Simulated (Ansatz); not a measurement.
BP2 in Ansatz: the effect of functional

The system is BP2, a sheet with vacuum.

```
B P
1.0
     2.97564    0.00000    0.00000
    -1.48782    2.57698    0.00000
     0.00000    0.00000   29.05353
B P
1 2
Direct
  0.00000 0.00000 0.27572
  0.66667 0.33333 0.31628
  0.33333 0.66667 0.23516
```

The cell was built by a generator and needn't be a form met in nature.

Alike in all runs:

- Program: Ansatz 0.2.0
- Task: single point
- Potentials or basis: all-electron LAPW, scalar-relativistic
- Basis error allowed: 0.002 eV/atom
- k mesh: 10 × 10 × 1
- Occupations: fermi-dirac, width 0.05 eV
- Spin: no spin polarisation

```csv
functional,cutoff,largest force (eV/Å),work function (eV)
PBE,217 eV (chosen from the basis error),?,?
LDA,219 eV (chosen from the basis error),0.21,5.20
PBEsol,217 eV (chosen from the basis error),0.01,5.03
```

What does the run with functional PBE give?

Largest force 0.14 eV/Å; work function 4.97 eV.
